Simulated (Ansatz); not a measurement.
# GeO+ (quartet): wave-function methods side by side, cc-pVTZ

An exercise on one series of results from a longer session: the logs are not shown, and one member is left open.

Program: Ansatz 0.2.0, Gaussian basis. Level of theory: cc-pVTZ, core rule «outside noble gas», up to 15 orbitals frozen. These are calculated values, not measurements.

To be run: UHF; CCSD(T) on ROHF; CCSD(T) on UHF; BCCD(T) on ROHF; CISD; CCSDT(Q) on ROHF; CCSDT(Q) on UHF.

15 further runs of the same task are left out: 2 for a known fault of the program, 4 that didn't finish, 9 set aside as unsound or not needed.

### The geometry

The geometry is a PBE0/def2-TZVP stationary point (not a proven minimum). No spin-orbit coupling is included. The filled d shell of Ge may be among the frozen orbitals whatever the setting's name suggests; the logs give the count.

2 atoms, charge 1, spin multiplicity 4.

Atoms are counted from 1 here; the program's logs count them from 0.

No contacts short enough for the rule that draws bonds.

Set-up of the first run:

The input, in.yaml:

```yaml
crystal:
  periodic: [false, false, false]
  atoms:
    - {symbol: Ge, position_ang: [0.000000, 0.000000, 0.000000]}
    - {symbol: O, position_ang: [0.000000, 0.000000, 2.423400]}
basis:
  gaussian: {orbitals: cc-pVTZ}
total_charge: 1
magnetization: {spin_polarized: true, initial_magnetization: 3}
hamiltonian: {xc: hf}
output: {orbitals: {seedname: orbitals}}
```

Run with:

```sh
> ansatz run in.yaml --threads 1 --pin off --events-out ev --progress --plain --max-ram 2393MiB
```

Steps of the session up to this table: UHF; CCSD(T) on ROHF; CCSD(T) on UHF; BCCD(T) on ROHF; CISD; CCSDT(Q) on ROHF; CCSDT(Q) on UHF.

One of the session's tables, all rows but one given; the rest of the session is left out.

It belongs to the step «Misses and costs». 

```
   method  from UCCSDT(Q) (meV)
     ROHF               +6348.7
      UHF               +6047.0
     RMP2                +985.5
     UMP2                +989.4
     CISD                +483.6
    RCCSD                     ?
    UCCSD                +168.7
 RCCSD(T)                 +37.2
 UCCSD(T)                 +30.3
  BCCD(T)                 +37.5
   RCCSDT                 +11.6
   UCCSDT                  +4.4
RCCSDT(Q)                  +7.6
UCCSDT(Q)                     0
```

Q: Estimate the row for RCCSD from the others.

**Answer.** from UCCSDT(Q) (meV): +181.3. In the column «from UCCSDT(Q) (meV)» it lies between UCCSD (+168.7) and CISD (+483.6).

Limits of these values: Restricted and unrestricted rows rest on different reference determinants; where their highest levels disagree by more than a few hundredths of an eV, they describe different states and don't form one ladder.
